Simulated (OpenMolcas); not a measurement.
# CH3BNO− (SMILES N#C[BH2-]O): RI-MP2/pcseg-0 (RICD fitting)

We compute a structure relaxation of CH3BNO−. 

The calculation is run with OpenMolcas 26.06.

2 further runs of the same task are left out: 2 set aside as unsound or not needed.

### 1 The structure to begin with

CH3BNO− has 7 atoms, charge -1, and is taken as a singlet. As SMILES, `N#C[BH2-]O`. All atoms were displaced at random from a relaxed shape. The run starts from this shape.

Bond lengths: N1–C2 1.189 Å, C2–B3 1.584 Å, B3–O4 1.496 Å, B3–H5 1.218 Å, B3–H6 1.198 Å, O4–H7 0.933 Å. Angles: N1–C2–B3 176.2°, C2–B3–O4 110.9°, C2–B3–H5 104.1°, C2–B3–H6 105.5°, O4–B3–H5 111.5°, O4–B3–H6 110.1°, B3–O4–H7 108.6°, H5–B3–H6 114.3°.

### 2 A geometry optimisation at RI-MP2/pcseg-0 (RICD fitting)

Input file mol.input:

```
* CH3BNO RI-MP2

&gateway
 baslib=$CurrDir
 coord
 7
 angstrom
 N        0.261834      -1.964900       1.253139
 C        0.287560      -0.898621       0.728199
 B        0.255158       0.484918      -0.043331
 O       -1.106899       0.754513      -0.599508
 H        1.080918       0.350158      -0.928984
 H        0.538047       1.314626       0.773819
 H       -1.351244       0.040031      -1.147566
 basis=pcseg-0
 group=NoSym
 ricd
>>> EXPORT MOLCAS_MAXITER=60
>>> Do While

&seward

&scf
 charge=-1
 iterations=75
 prorbitals=0

&mbpt2
 frozen=4
 grdt

&slapaf
>>> EndDo
```

The basis set pcseg-0 is read from a file made from the Basis Set Exchange's data (not shown).

Command:

```sh
$ export MOLCAS_MEM=1860
$ pymolcas mol.input > mol.log
```

Output:

```text
--- Start Module: gateway ---

                                              &GATEWAY

                       available to each process: 1.9 GB of memory, 1 thread

 Basis Set     1 Label: N.PCSEG-0
 Basis set is read from library:.
 basistype.tbl is not found

 Basis Set     2 Label: C.PCSEG-0
 Basis set is read from library:.
 basistype.tbl is not found

 Basis Set     3 Label: B.PCSEG-0
 Basis set is read from library:.
 basistype.tbl is not found

 Basis Set     4 Label: O.PCSEG-0
 Basis set is read from library:.
 basistype.tbl is not found

 Basis Set     5 Label: H.PCSEG-0
 Basis set is read from library:.
 basistype.tbl is not found

++    Symmetry information:
      ---------------------

                    Character Table for C1

                             E
                    a        1  x, y, xy, Rz, z, xz, Ry, yz, Rx, I
--

++    Basis set information:
      ----------------------

      Basis set label: N.PCSEG-0.........

      Electronic valence basis set:
      ------------------
      Associated Effective Charge   7.000000 au
      Associated Actual Charge      7.000000 au
      Nuclear Model: Point charge

      Shell  nPrim  nBasis  Cartesian Spherical Contaminant
         s       6       3        X
         p       3       2        X

      Basis set label: C.PCSEG-0.........

      Electronic valence basis set:
      ------------------
      Associated Effective Charge   6.000000 au
      Associated Actual Charge      6.000000 au
      Nuclear Model: Point charge

      Shell  nPrim  nBasis  Cartesian Spherical Contaminant
         s       6       3        X
         p       3       2        X

      Basis set label: B.PCSEG-0.........

      Electronic valence basis set:
      ------------------
      Associated Effective Charge   5.000000 au
      Associated Actual Charge      5.000000 au
      Nuclear Model: Point charge

      Shell  nPrim  nBasis  Cartesian Spherical Contaminant
         s       6       3        X
         p       3       2        X

      Basis set label: O.PCSEG-0.........

      Electronic valence basis set:
      ------------------
      Associated Effective Charge   8.000000 au
      Associated Actual Charge      8.000000 au
      Nuclear Model: Point charge

      Shell  nPrim  nBasis  Cartesian Spherical Contaminant
         s       6       3        X
         p       3       2        X

      Basis set label: H.PCSEG-0.........

      Electronic valence basis set:
      ------------------
      Associated Effective Charge   1.000000 au
      Associated Actual Charge      1.000000 au
      Nuclear Model: Point charge

      Shell  nPrim  nBasis  Cartesian Spherical Contaminant
         s       3       2        X
--

++    Molecular structure info:
      -------------------------

                    ************************************************
                    **** Cartesian Coordinates / bohr, angstrom ****
                    ************************************************

     Center  Label                x              y              z                     x              y              z
        1      N1               0.494795      -3.713123       2.368090              0.261834      -1.964900       1.253139
        2      C2               0.543410      -1.698148       1.376097              0.287560      -0.898621       0.728199
        3      B3               0.482179       0.916362      -0.081884              0.255158       0.484918      -0.043331
        4      O4              -2.091736       1.425823      -1.132906             -1.106899       0.754513      -0.599508
        5      H5               2.042639       0.661703      -1.755525              1.080918       0.350158      -0.928984
        6      H6               1.016761       2.484283       1.462306              0.538047       1.314626       0.773819
        7      H7              -2.553481       0.075648      -2.168585             -1.351244       0.040031      -1.147566

                    ***************************************
                    *    InterNuclear Distances / bohr    *
                    ***************************************

               1 N1            2 C2            3 B3            4 O4            5 H5            6 H6
    1 N1       0.000000
    2 C2       2.246450        0.000000
    3 B3       5.237811        2.994181        0.000000
    4 O4       6.734677        4.795652        2.826523        0.000000
    5 H5       6.207988        4.198052        2.302382        4.250246        0.000000
    6 H6       6.284961        4.210014        2.264658        4.185477        3.837794        0.000000
    7 H7       6.650427        5.030095        3.778407        1.763183        4.651709        5.633075

               7 H7
    7 H7       0.000000

                    *******************************************
                    *    InterNuclear Distances / angstrom    *
                    *******************************************

               1 N1            2 C2            3 B3            4 O4            5 H5            6 H6
    1 N1       0.000000
    2 C2       1.188770        0.000000
    3 B3       2.771730        1.584452        0.000000
    4 O4       3.563838        2.537750        1.495732        0.000000
    5 H5       3.285126        2.221513        1.218368        2.249133        0.000000
    6 H6       3.325858        2.227844        1.198405        2.214859        2.030873        0.000000
    7 H7       3.519255        2.661812        1.999447        0.933036        2.461579        2.980895

               7 H7
    7 H7       0.000000

[... 83 lines left out ...]
      Nuclear repulsion energy =   89.90156084
[... 46 lines left out ...]
                                   SCF        iterations: Energy and convergence statistics
[... 25 lines left out ...]
 *                                             SCF/KS-DFT Program, Final results                                             *
[... 37 lines left out ...]
      Dipole Moment (debye):
[... 37 lines left out ...]
      Nuclear repulsion energy =   89.90156084
[... 35 lines left out ...]
       Second-order correlation energy      =       -0.3941740967 a.u.
[... 4 lines left out ...]
       Reference weight ( Cref**2 )         =        0.86804
[... 107 lines left out ...]
 Convergence test a la Schlegel.
[... 1 line left out ...]
 Convergence criterion on step/parameter<=: 3.0E-04
[... 18 lines left out ...]
  force constant weighted redundant internal coordinates.
[... 21 lines left out ...]
       +  Value      Threshold Converged? +  Value      Threshold Converged? +
[... 103 lines left out ...]
WARNING!
[... 23 lines left out ...]
       +  Value      Threshold Converged? +  Value      Threshold Converged? +
[... 54 lines left out ...]
WARNING!
[... 24 lines left out ...]
       +  Value      Threshold Converged? +  Value      Threshold Converged? +
[... 54 lines left out ...]
WARNING!
[... 25 lines left out ...]
       +  Value      Threshold Converged? +  Value      Threshold Converged? +
[... 54 lines left out ...]
WARNING!
[... 26 lines left out ...]
       +  Value      Threshold Converged? +  Value      Threshold Converged? +
[... 54 lines left out ...]
WARNING!
[... 27 lines left out ...]
       +  Value      Threshold Converged? +  Value      Threshold Converged? +
[... 54 lines left out ...]
WARNING!
[... 28 lines left out ...]
       +  Value      Threshold Converged? +  Value      Threshold Converged? +
[... 54 lines left out ...]
WARNING!
[... 26 lines left out ...]
       +  Value      Threshold Converged? +  Value      Threshold Converged? +
[... 54 lines left out ...]
WARNING!
[... 26 lines left out ...]
       +  Value      Threshold Converged? +  Value      Threshold Converged? +
[... 54 lines left out ...]
WARNING!
[... 26 lines left out ...]
       +  Value      Threshold Converged? +  Value      Threshold Converged? +
[... 14 lines left out ...]
  Geometrical information of the final structure
[... 6 lines left out ...]
 * Nuclear coordinates of the final structure / bohr     *
[... 120 lines left out ...]
      Nuclear repulsion energy =   86.86213741
[... 43 lines left out ...]
                                   SCF        iterations: Energy and convergence statistics
[... 9 lines left out ...]
       Convergence after   5 Iterations
--

 *****************************************************************************************************************************
 *                                             SCF/KS-DFT Program, Final results                                             *
 *                                                       Final Results                                                       *
 *****************************************************************************************************************************

::    Total SCF energy                               -193.1057459414
      One-electron energy                            -441.3042265623
      Two-electron energy                             161.3363432101
      Nuclear repulsion energy                         86.8621374108
      Kinetic energy (interpolated)                   192.5205803508
      Virial theorem                                    1.0030394963
      Total spin, S(S+1)                                0.0000000000
      Total spin, S                                     0.0000000000
      Max non-diagonal density matrix element           0.0000146586
      Max non-diagonal Fock matrix element              0.0000053323

      No orbitals printed

++    Molecular charges:
      ------------------

      Mulliken charges per centre
      ---------------------------

                N1      C2      B3      O4      H5      H6      H7
      Total    7.6059  6.1832  4.3362  8.8438  1.1854  1.1732  0.6725

      N-E     -0.6059 -0.1832  0.6638 -0.8438 -0.1854 -0.1732  0.3275

      Total electronic charge=   30.000000

      Total            charge=   -1.000000
--

++    Molecular properties:
      ---------------------

      Charge (e):
                      =   -1.0000
      Dipole Moment (debye):
      Origin of the operator (angstrom)=   -0.1372   -0.3740    0.3100
                   X= -1.0164E+00               Y= -7.5725E-01               Z= -1.6064E+00           Total=  2.0462E+00
      Center of Charge (angstrom)
                     X=    0.07444614               Y=   -0.21630025               Z=    0.64444083
      Quadrupole Moment (debye*angstrom):
      Origin of the operator (angstrom)=   -0.1372   -0.3740    0.3100
                  XX= -3.1658E+01              XY=  3.5748E+00              XZ=  3.0349E-01              YY= -4.2901E+01
                  YZ=  7.4704E+00              ZZ= -3.0525E+01
      In traceless form (debye*angstrom)
                  XX=  5.0552E+00              XY=  5.3621E+00              XZ=  4.5523E-01              YY= -1.1810E+01
                  YZ=  1.1206E+01              ZZ=  6.7547E+00
--

WARNING!
Default frozen orbitals as non valence orbitals is overwritten by user input.
Default values:   4

      Cartesian coordinates in angstrom:
      -----------------------------------------------------
      No.  Label        X            Y            Z
      -----------------------------------------------------
       1   N1         0.31445663  -2.03758567   1.35670128
       2   C2         0.30431618  -0.98550272   0.78334504
       3   B3         0.24255468   0.47399803  -0.04774260
       4   O4        -1.16816959   0.76977630  -0.56249875
       5   H5         1.09649433   0.38199060  -0.95100448
       6   H6         0.56470111   1.34891541   0.75075906
       7   H7        -1.38897934   0.12913305  -1.29379155
      -----------------------------------------------------
      Nuclear repulsion energy =   86.86213741

      Contents of RUNFILE file:
      -------------------------

      Symmetry species                           1
                                                 a
      Number of basis functions                 42
      Frozen occupied orbitals                   4
      Active occupied orbitals                  11
      Active external orbitals                  27
      Deleted external orbitals                  0

      Reference numbers of frozen occupied orbitals according to the original input sequence
      symmetry species 1                        1  2  3  4

      Energies of the active occupied orbitals

      symmetry species 1                    -1.086994     -1.009849     -0.560728     -0.440563     -0.378370
                                            -0.337440     -0.327718     -0.281305     -0.254278     -0.243171
                                            -0.210153

      Energies of the active external orbitals

      symmetry species 1                     0.356157      0.391923      0.421042      0.502775      0.544823
                                             0.549025      0.577687      0.634037      0.774805      0.896937
                                             0.982067      1.030582      1.173838      1.260651      1.262050
                                             1.295003      1.311311      1.335070      1.358853      1.676498
                                             1.727945      1.729440      1.795204      2.067700      2.106283
                                             2.286675      2.414103

      ********************************************************************************************************
      *                                               Results                                                *
      ********************************************************************************************************

       SCF energy                           =     -193.1057459414 a.u.
       Second-order correlation energy      =       -0.4003945727 a.u.
       ( Opposite-Spin contribution         =       -0.2989615155 )

       Total energy                         =     -193.5061405141 a.u.

       Reference weight ( Cref**2 )         =        0.86368

::    Total MBPT2 energy                             -193.5061405141

++    Molecular properties:
      ---------------------

      Charge (e):
                      =   -1.0000
      Dipole Moment (debye):
      Origin of the operator (angstrom)=   -0.1372   -0.3740    0.3100
                   X= -1.2668E+00               Y= -1.1317E+00               Z= -1.3552E+00           Total=  2.1730E+00
      Center of Charge (angstrom)
                     X=    0.12658719               Y=   -0.13834682               Z=    0.59213742
      Quadrupole Moment (debye*angstrom):
      Origin of the operator (angstrom)=   -0.1372   -0.3740    0.3100
                  XX= -3.1428E+01              XY=  2.9677E+00              XZ=  6.1906E-01              YY= -4.2078E+01
                  YZ=  6.9101E+00              ZZ= -3.0330E+01
      In traceless form (debye*angstrom)
                  XX=  4.7759E+00              XY=  4.4515E+00              XZ=  9.2860E-01              YY= -1.1198E+01
                  YZ=  1.0365E+01              ZZ=  6.4226E+00
--

       Zeroth-order energy (E0)             =      -31.7694027330 a.u.

       Shanks-type energy S1(E)             =     -193.5071366608 a.u.

--- Stop Module: last_energy /rc=_RC_ALL_IS_WELL_ ---

>>> END DO

.##################.
.# Happy landing! #.
.##################.

    Timing: Wall=11.50 User=9.50 System=1.92
```

It took 12 s on 1 thread of Intel Xeon 6975P-C (Granite Rapids), shared host; peak memory 0.24 GiB.

The path in brief:

| step | energy from the first frame kept (eV) | largest force (eV/Å) |
| --- | --- | --- |
| 0 | 0.0000 | 3.3222 |
| 1 | -0.2005 | 1.0132 |
| 2 | -0.2445 | 0.4062 |
| 3 | -0.2537 | 0.2342 |
| 4 | -0.2559 | 0.1374 |
| 5 | -0.2576 | 0.0587 |
| 6 | -0.2579 | 0.0245 |
| 7 | -0.2579 | 0.0210 |
| 8 | -0.2579 | 0.0053 |
| 9 | -0.2579 | 0.0072 |

After the run. Bond lengths: N1–C2 1.198 Å, C2–B3 1.681 Å, B3–O4 1.531 Å, B3–H5 1.246 Å, B3–H6 1.228 Å, O4–H7 0.997 Å. Angles: N1–C2–B3 178.1°, C2–B3–O4 111.6°, C2–B3–H5 105.6°, C2–B3–H6 106.7°, O4–B3–H5 113.7°, O4–B3–H6 108.8°, B3–O4–H7 109.1°, H5–B3–H6 110.1°.

### 3 What came out

At RI-MP2/pcseg-0 (RICD fitting), 4 core orbitals frozen:

```
                                             quantity          value
                              total energy at the end  -193.50614 Eh
                  HOMO energy (Hartree–Fock orbitals)       -5.72 eV
                  LUMO energy (Hartree–Fock orbitals)        9.69 eV
HOMO–LUMO gap (to an unbound level, set by the basis)       15.41 eV
          correlation energy (4 core orbitals frozen)     -400.4 mEh
```

At the final geometry: Bond lengths: N1–C2 1.198 Å, C2–B3 1.681 Å, B3–O4 1.531 Å, B3–H5 1.246 Å, B3–H6 1.228 Å, O4–H7 0.997 Å. Angles: N1–C2–B3 178.1°, C2–B3–O4 111.6°, C2–B3–H5 105.6°, C2–B3–H6 106.7°, O4–B3–H5 113.7°, O4–B3–H6 108.8°, B3–O4–H7 109.1°, H5–B3–H6 110.1°. The optimisation took 9 steps and changed the energy by -0.258 eV.
